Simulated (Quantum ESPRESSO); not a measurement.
Si:

```
CELL_PARAMETERS angstrom
0.00000 2.72093 2.72093
2.72093 0.00000 2.72093
2.72093 2.72093 0.00000
ATOMIC_POSITIONS crystal
Si 0.00000 0.00000 0.00000
Si 0.25000 0.25000 0.25000
```

The cell was built by a generator and needn't be a form met in nature.

Base run:

* Program: Quantum ESPRESSO 7.5
* Functional: LDA
* Potentials or basis: PseudoDojo 0.4.1 SR LDA standard
* Cutoff: 435 eV
* Density cutoff: 1742 eV
* k mesh: 10 × 10 × 10, shifted
* Occupations: fermi-dirac, width 0.02 eV
* Spin: no spin polarisation

Its results: pressure -2.4 GPa; electronic dielectric tensor (diagonal) 13.31.

**Question.** The run is repeated on the same cell with these changes: functional from LDA to PBE; potentials or basis from PseudoDojo 0.4.1 SR LDA standard to PseudoDojo 0.4.1 SR PBE standard; cutoff from 435 eV to 490 eV; density cutoff from 1742 eV to 1959 eV. What comes out?

**Answer.** Pressure 1.3 GPa; electronic dielectric tensor (diagonal) 12.91.

Not every run made on this cell is shown here.
